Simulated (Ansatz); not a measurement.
**TiNH₃ (quintet): from a generated start to a stationary point**

Where does this start of TiNH₃ (quintet) end when it is relaxed?

Computed with Ansatz 0.2.0, Gaussian basis. Level: UKS PBE0/def2-TZVP.

## (1) Where the work starts

5 atoms, charge 0, spin multiplicity 5.

Atoms are counted from 1 here; the program's logs count them from 0.

Bond lengths: Ti1–N2 2.009 Å, N2–H3 1.021 Å, N2–H4 1.021 Å, N2–H5 1.021 Å. Angles: Ti1–N2–H3 110.5°, Ti1–N2–H4 110.5°, Ti1–N2–H5 110.5°, H3–N2–H4 108.5°, H3–N2–H5 108.5°, H4–N2–H5 108.5°.

Coordinates:

```
atom     x (Å)     y (Å)     z (Å)
 Ti1  -0.54379   0.00000   0.00000
  N2   1.46501   0.00000   0.00000
  H3   1.82201  -0.95640   0.00207
  H4   1.82201   0.47999   0.82723
  H5   1.82201   0.47641  -0.82930
```

The start was built by rule and, where that kept it together, relaxed with GFN2-xTB. Sticks and bond lists go by distance. 

## (2) The run

File in.yaml:

```yaml
crystal:
  periodic: [false, false, false]
  atoms:
    - {symbol: Ti, position_ang: [-0.543787, 0.000000, 0.000000]}
    - {symbol: N, position_ang: [1.465013, 0.000000, 0.000000]}
    - {symbol: H, position_ang: [1.822013, -0.956402, 0.002070]}
    - {symbol: H, position_ang: [1.822013, 0.479994, 0.827234]}
    - {symbol: H, position_ang: [1.822013, 0.476409, -0.829304]}
basis:
  gaussian: {orbitals: def2-TZVP}
magnetization: {spin_polarized: true, initial_magnetization: 4}
hamiltonian: {xc: pbe0}
relax: {f_tol: 0.004, max_steps: 80}
```

Command:

```console
$ ansatz run in.yaml --threads 1 --pin off --events-out ev --progress --plain --max-ram 2176MiB
```

What does the calculation give? Wanted: energy gained; shift from the start; total energy; dipole moment; ⟨S²⟩.

As calculated:

| quantity | value |
| --- | --- |
| steps | 7 |
| energy gained | 0.391 eV |
| shift from the start (rms) | 0.145 Å |
| total energy | -24644.8313 eV |
| dipole moment | 4.12 D |
| ⟨S²⟩ | 6.001 |

**Reading.** The bonds of the start are those of the end. Ti1–N2 went from 2.009 to 2.351 Å. No vibrations were run, so this is a stationary point, not a proven minimum, and this spin need not be the ground state's.
